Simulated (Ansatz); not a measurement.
# C₂H₄BClS: up Jacob's ladder to CCSD(T)

One table from this session's results is given with a row withheld; the runs are named, their logs left out.

The runs use Ansatz 0.2.0, Gaussian basis; functionals in def2-TZVPP, the program's frozen cores in correlated methods.

The runs, in order: LDA (SPW92), PBE-D4, revPBE-D4, BLYP-D4, r2SCAN-D4, B97M-V, PBE0-D4, B3LYP-D4, r2SCANh-D4, r2SCAN0-D4, HSE06-D4, BHLYP-D4, CAM-B3LYP-D4, LC-ωPBE, ωB97X-V, ωB97M-V, B2PLYP, PBE-QIDH; CCSD(T)/def2-SVP; CCSD(T)/def2-TZVPP; MP2/def2-QZVPP; extrapolation to the limit; RPA on PBE.

**The relaxed structure**

All runs share one geometry, relaxed beforehand with PBE0-D4 in a triple-zeta def2 set.

SMILES `SB1CC1Cl`, 9 atoms, charge 0, spin multiplicity 1.

Atoms are counted from 1 here; the program's logs count them from 0.

Bond lengths: S1–B2 1.744 Å, S1–H6 1.347 Å, B2–C3 1.528 Å, B2–C4 1.530 Å, C3–C4 1.531 Å, C3–H7 1.087 Å, C3–H8 1.086 Å, C4–Cl5 1.761 Å, C4–H9 1.084 Å. Angles: B2–S1–H6 98.1°, S1–B2–C3 148.0°, S1–B2–C4 151.2°, C3–B2–C4 60.1°, B2–C3–C4 60.0°, B2–C3–H7 117.4°, B2–C3–H8 122.8°, C4–C3–H7 117.7°, C4–C3–H8 115.5°, H7–C3–H8 113.2°, B2–C4–C3 59.9°, B2–C4–Cl5 119.6°, B2–C4–H9 121.8°, C3–C4–Cl5 119.2°, C3–C4–H9 116.1°, Cl5–C4–H9 111.3°.

Set-up of the first run:

File in.yaml:

```yaml
crystal:
  periodic: [false, false, false]
  atoms:
    - {symbol: S, position_ang: [-1.080039, 0.453897, 2.081998]}
    - {symbol: B, position_ang: [-0.251010, -0.028037, 0.625491]}
    - {symbol: C, position_ang: [1.014646, -0.590241, -0.018955]}
    - {symbol: C, position_ang: [-0.103692, -0.023781, -0.897155]}
    - {symbol: Cl, position_ang: [0.155366, 1.498802, -1.742253]}
    - {symbol: H, position_ang: [-2.146134, 1.042029, 1.506453]}
    - {symbol: H, position_ang: [1.926514, -0.005747, 0.076388]}
    - {symbol: H, position_ang: [1.197817, -1.655203, -0.125022]}
    - {symbol: H, position_ang: [-0.624965, -0.738020, -1.524045]}
basis:
  gaussian: {orbitals: def2-TZVPP}
hamiltonian: {xc: lda}
output: {orbitals: {seedname: orbitals}}
```

Launch:

```bash
$ ansatz run in.yaml --threads 4 --pin off --events-out ev --progress --plain --max-ram 10444MiB
```

Steps of the session up to this table: LDA; PBE-D4 (GGA); revPBE-D4 (GGA); BLYP-D4 (GGA); r2SCAN-D4 (meta-GGA); B97M-V (meta-GGA); PBE0-D4 (hybrid); B3LYP-D4 (hybrid); r2SCANh-D4 (hybrid); r2SCAN0-D4 (hybrid); HSE06-D4 (hybrid); BHLYP-D4 (hybrid); CAM-B3LYP-D4 (range-separated); LC-ωPBE (range-separated); ωB97X-V (range-separated); ωB97M-V (range-separated); B2PLYP (double hybrid); PBE-QIDH (double hybrid).

One of the session's tables, all rows but one given; the rest of the session is left out.

It belongs to the step «Orbital energies across the functionals». 

| functional | HOMO (eV) | gap (eV) |
| --- | --- | --- |
| LDA (SPW92) | -6.10 | 3.53 |
| PBE-D4 | -5.97 | 3.63 |
| revPBE-D4 | -5.92 | 3.67 |
| BLYP-D4 | -5.84 | 3.70 |
| r2SCAN-D4 | -6.22 | 4.15 |
| B97M-V | ? | ? |
| PBE0-D4 | -7.25 | 5.85 |
| B3LYP-D4 | -7.03 | 5.47 |
| r2SCANh-D4 | -6.70 | 4.96 |
| r2SCAN0-D4 | -7.41 | 6.17 |
| HSE06-D4 | -6.85 | 5.07 |
| BHLYP-D4 | -8.43 | 8.16 |
| CAM-B3LYP-D4 | -8.62 | 8.39 |
| LC-ωPBE | -9.98 | 10.86 |
| ωB97X-V | -9.61 | 10.43 |
| ωB97M-V | -9.45 | 10.13 |

**Question.** Estimate the row for B97M-V.

As computed: HOMO (eV): -6.30; gap (eV): 4.32. In the column «HOMO (eV)» it lies between r2SCANh-D4 (-6.70) and r2SCAN-D4 (-6.22).
